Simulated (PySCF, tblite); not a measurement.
**C6H10F2GeO: geometry, infrared bands and NMR shifts**

What infrared bands and NMR shifts should C6H10F2GeO (`F[CH2][GeH2][C@@H]1C=C[C@@H](CF)O1`) show?

Programs: tblite 0.8.0 and PySCF 2.14.0, with density-fitted response routines of our own. Each step states its level of theory. These are calculated values for one molecule in the gas phase, unless marked as measured. Atoms count from 0, in the outputs and in this text.

## Step 1: Starting geometry

20 atoms, charge 0, multiplicity 1; geometry from: force field or distance geometry start.

Bonds of the start (Å): F0–C1 1.35, C1–Ge2 1.97, Ge2–C3 1.93, C3–C4 1.47, C4–C5 1.32, C5–C6 1.49, C6–C7 1.52, C7–F8 1.39, C6–O9 1.40, O9–C3 1.38, C1–H10 1.12, C1–H11 1.12, Ge2–H12 1.56, Ge2–H13 1.52, C3–H14 1.13, C4–H15 1.08, C5–H16 1.08, C6–H17 1.12, C7–H18 1.11, C7–H19 1.10.

## Step 2: Geometry optimisation with GFN2-xTB

The job: settings as JSON, then the geometry in Å.

```
{"job": {"kind": "relax", "xc": "GFN2-xTB", "basis": "xTB"}, "charge": 0, "multiplicity": 1}
F     -4.532500    -0.476600     0.636400
C     -3.284600    -0.012500     0.881500
Ge    -1.931300    -0.753500    -0.341600
C     -0.366500     0.360800    -0.166600
C      0.418900     0.488000    -1.408500
C      1.658000     0.053200    -1.241700
C      1.736000    -0.391800     0.175100
C      2.935700     0.229000     0.870100
F      2.721200     1.603600     0.779400
O      0.529200    -0.059900     0.796400
H     -2.958900    -0.175000     1.938800
H     -3.208200     1.094600     0.739400
H     -2.514200    -0.451500    -1.759100
H     -1.702400    -2.247500    -0.146300
H     -0.734000     1.374400     0.184900
H      0.012800     0.892900    -2.326200
H      2.469900     0.026600    -1.959000
H      1.860000    -1.509500     0.156200
H      3.850400     0.062200     0.272600
H      3.035600    -0.096900     1.915300
```

Launch:

```console
$ OMP_NUM_THREADS=1 python probes_run.py task.json out
```

This one command runs all jobs of the session in turn.

**Question.** This job is followed by: GFN2-xTB harmonic vibrations, gas phase; GIAO PBE0/pcSseg-1 NMR shielding, non-relativistic, gas phase. Predict these results of the whole session: strongest single infrared mode (GFN2-xTB); zero-point energy (GFN2-xTB); 13C shifts against TMS (PBE0/pcSseg-1); 1H shifts against TMS (PBE0/pcSseg-1); 19F shifts against CFCl3 (PBE0/pcSseg-1); 73Ge shifts against GeMe4 (PBE0/pcSseg-1); 17O shifts against H2O (PBE0/pcSseg-1); surface potential, 1st and 99th percentile.

As calculated:

| quantity | value |
| --- | --- |
| strongest single infrared mode (GFN2-xTB) | 2014 cm⁻¹, 443 km/mol |
| zero-point energy (GFN2-xTB) | 89.0 kcal/mol |
| 13C shifts against TMS (PBE0/pcSseg-1) | 139.5, 128.5, 92.7, 89.4, 86.3, 79.5 ppm |
| 1H shifts against TMS (PBE0/pcSseg-1) | 6.29, 5.81, 5.54, 5.37, 5.37, 5.09, 4.84, 4.49, 4.37, 3.83 ppm |
| 19F shifts against CFCl3 (PBE0/pcSseg-1) | -256.9, -297.5 ppm |
| 73Ge shifts against GeMe4 (PBE0/pcSseg-1) | -157 ppm |
| 17O shifts against H2O (PBE0/pcSseg-1) | 61.1 ppm |
| surface potential, 1st and 99th percentile | -1.14 V and 1.16 V |

In words: Over 160 steps the energy fell by 0.550 eV; of the close pairs, Ge2–C3 changed most, 1.929 to 2.005 Å. All 54 modes are real, so the xTB geometry is a minimum. The strongest single mode, at 2014 cm⁻¹, moves mainly H13. Unscaled tight-binding wavenumbers are off by several per cent, some by more. Its intensities can rank the bands wrongly. At PBE0/pcSseg-1: The largest span, 199 ppm, is at C4, where the paramagnetic term is -209 ppm. Spin-orbit coupling is left out, which matters for shieldings and couplings at and beside the heavy atoms.
